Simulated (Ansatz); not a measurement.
**AlGeN (singlet): from Hartree-Fock to the top rungs, cc-pVTZ**

An exercise on one series of results from a longer session: the logs are not shown, and one member is left open.

Method: cc-pVTZ, core rule «outside noble gas», up to 20 orbitals frozen; program: Ansatz 0.2.0, Gaussian basis.

The runs, in order: UHF; CCSD(T) on RHF; BCCD(T) on RHF; CCSDT(Q) on RHF; CASSCF and NEVPT2, 12 electrons in 12 orbitals.

12 further runs of the same task are left out: 6 for a known fault of the program, 6 set aside as unsound or not needed.

## The geometry

The geometry is a PBE0/def2-TZVP stationary point (not a proven minimum). No spin-orbit coupling is included. The filled d shell of Ge may be among the frozen orbitals whatever the setting's name suggests; the logs give the count.

3 atoms, charge 0, spin multiplicity 1.

Atoms are counted from 1 here; the program's logs count them from 0.

Bond lengths: Al1–N2 1.799 Å, N2–Ge3 1.673 Å. Angles: Al1–N2–Ge3 180.0°.

The first run:

File in.yaml:

```yaml
crystal:
  periodic: [false, false, false]
  atoms:
    - {symbol: Al, position_ang: [0.000000, 0.000000, 1.757100]}
    - {symbol: N, position_ang: [0.000000, 0.000000, -0.041800]}
    - {symbol: Ge, position_ang: [0.000000, 0.000000, -1.715300]}
basis:
  gaussian: {orbitals: cc-pVTZ}
magnetization: {spin_polarized: true, initial_magnetization: 0}
hamiltonian: {xc: hf}
output: {orbitals: {seedname: orbitals}}
```

On the command line:

```sh
$ ansatz run in.yaml --threads 1 --pin off --events-out ev --progress --plain --max-ram 2816MiB --backend cpu
```

Steps of the session up to this table: UHF; CCSD(T) on RHF; BCCD(T) on RHF; CCSDT(Q) on RHF; CASSCF and NEVPT2, 12 electrons in 12 orbitals.

One of the session's tables, all rows but one given; the rest of the session is left out.

| method | from RCCSDT(Q) (meV) |
| --- | --- |
| RHF | +10428.6 |
| RMP2 | ? |
| RCCSD | +657.1 |
| RCCSD(T) | +63.0 |
| BCCD(T) | +58.0 |
| RCCSDT | +64.2 |
| RCCSDT(Q) | 0 |
| CASSCF valence | +5820.5 |
| NEVPT2 valence | +1468.8 |

Q: Estimate the row for RMP2 from the others.

**Answer.** from RCCSDT(Q) (meV): +892.8. In the column «from RCCSDT(Q) (meV)» it lies between RCCSD (+657.1) and NEVPT2 valence (+1468.8).

With the free atoms at the same levels and basis (separate runs), the atomisation energy is 8.718 eV at RCCSDT(Q), 8.692 eV at RCCSD(T), 4.668 eV at RHF.
